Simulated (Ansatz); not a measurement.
# CH4BrISi, SMILES [SiH3]C(Br)I: a comparison of dispersion corrections

Program: Ansatz 0.2.0, Python API.

Contents of `ch4brisi.xyz`:
```text
8

Si   -0.07510    0.87410   -0.12210
C     0.24660   -0.88020   -0.03530
Br    0.91410   -1.31030    1.72740
I    -1.43770   -1.97670   -0.33730
H    -0.62150    1.28390   -1.50320
H    -1.13980    1.37260    0.86070
H     1.12910    1.73430    0.09440
H     1.07640   -1.15480   -0.74040
```

`ch4brisi_disp.py`
```python
"""Size of D3 and D4 in CH4BrISi."""

import ansatz as az

geometry = az.Crystal.molecule_from_extxyz("ch4brisi.xyz")

base = geometry.calculation().basis(gaussian="def2-SVP")
for name in ["b3lyp", "pbe0"]:
    for correction in ("d3bj", "d4"):
        rep = base.functional(name, dispersion=correction).run(threads=1).report
        print(f"{name:8s} {correction:5s} total {rep['free_energy_ev']:.5f} eV, of which dispersion {1000 * rep['dispersion']['energy']['ev']:.2f} meV")
```

```console
$ python ch4brisi_disp.py
b3lyp    d3bj  total -87118.70982 eV, of which dispersion -515.76 meV
b3lyp    d4    total -87118.63722 eV, of which dispersion -443.16 meV
pbe0     d3bj  total -87102.23681 eV, of which dispersion -244.09 meV
pbe0     d4    total -87102.22042 eV, of which dispersion -227.70 meV
```

Caveats:
- Total energies depend on the basis set; only differences at equal settings carry meaning.
- The geometry is a force-field or estimated start, not a minimum of this method, and the basis set is short of its limit. D4 holds the three-body term, and d3bj doesn't.
- def2 sets replace the cores of elements past krypton by effective core potentials.
- b3lyp holds the VWN-RPA fit, as in Gaussian; the form of ORCA and Turbomole is b3lyp5.
- Timing: 28 s on 1 thread of Arm Neoverse V1, on a shared host, peak memory 0.33 GiB.
